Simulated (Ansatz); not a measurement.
Runs of Ansatz 0.2.0 on CaMn2Bi2. The structure is trigonal, space group P-3m1 (No. 164). The conventional cell has a = 4.626 Å, b = 4.626 Å, c = 7.729 Å, α = 90.00°, β = 90.00°, γ = 120.00°. Bi (site symmetry 3m) has 4 Mn at 2.86 to 2.87 Å as nearest neighbours. Around Mn (site symmetry 3m) lie 4 Bi at 2.86 to 2.87 Å and 3 Mn at 3.26 Å. Around Ca (site symmetry -3m) lie 6 Bi at 3.29 Å. The cell is a database's computed one.

```tsv
spin	k mesh	gap on the mesh (eV)	pressure (GPa)	moment (μB)	largest force (eV/Å)
collinear, random start	7 × 7 × 4	none	-3.6	0.00	0.48
non-collinear, random start	5 × 5 × 3	none	-3.7	0.00	0.49
collinear, ferrimagnetic start	7 × 7 × 4	none	-3.6	0.00	0.48
collinear, antiferromagnetic start	7 × 7 × 4	none	-3.6	0.00	0.48
off	7 × 7 × 4	none	-11.7	-	(a)
```

Alike in all rows: task single point; level PBEsol; potentials or basis Ansatz PAW; cell as given; cutoff (eV) 420; smearing fermi-dirac 0.05 eV.

Task: Fill in the values left out.

Result: (a) 1.71.

Caveats: spin-orbit coupling is left out, which moves the levels of the heavy elements; the PAW data sets come from PBE, with cores solved anew for the run's functional, which leaves a small shift of forces and pressure; the starting moments weren't kept (some runs); forces of over 1 eV/Å show positions far from the minimum, so gaps and moduli don't describe the material at rest (some runs).

A k mesh can miss the band edges, and the runs leave out spin-orbit coupling on Bi.

A gap of «none» marks a metal or a gap under the smearing width.
